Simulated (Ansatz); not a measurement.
Crystal: RuSe.

```
CELL_PARAMETERS angstrom
3.18769 0.00000 0.00000
0.00000 3.18769 0.00000
0.00000 0.00000 3.18769
ATOMIC_POSITIONS crystal
Ru 0.00000 0.00000 0.00000
Se 0.50000 0.50000 0.50000
```

The cell comes from a database or a generator and needn't be the stable form of this composition.

Base run:

| Quantity | Value |
| --- | --- |
| Program | Ansatz 0.2.0 |
| Functional | PBE |
| Potentials or basis | Ansatz PAW |
| Cutoff | 420 eV (not typed: the program's choice for these potentials) |
| k mesh | 6 × 6 × 6 |
| Occupations | gaussian, width 0.05 eV |
| Spin | no spin polarisation |
| Hubbard terms | Ru d U = 6 eV |

Its results: band gap on the k mesh none (metal or under the smearing width); pressure -11.0 GPa.

Task: The run is repeated on the same cell with these changes: functional from PBE to PBEsol; hubbard terms from Ru d U = 6 eV to Ru d U = 7 eV. What comes out?

Result: Band gap on the k mesh none (metal or under the smearing width); pressure -18.2 GPa.

Several settings changed at once, so the effect can't be laid on one alone.

Caveats: U without spin polarisation on a metal has little footing; the PAW data sets come from PBE, with cores solved anew for the run's functional, which leaves a small shift of forces and pressure (some runs).
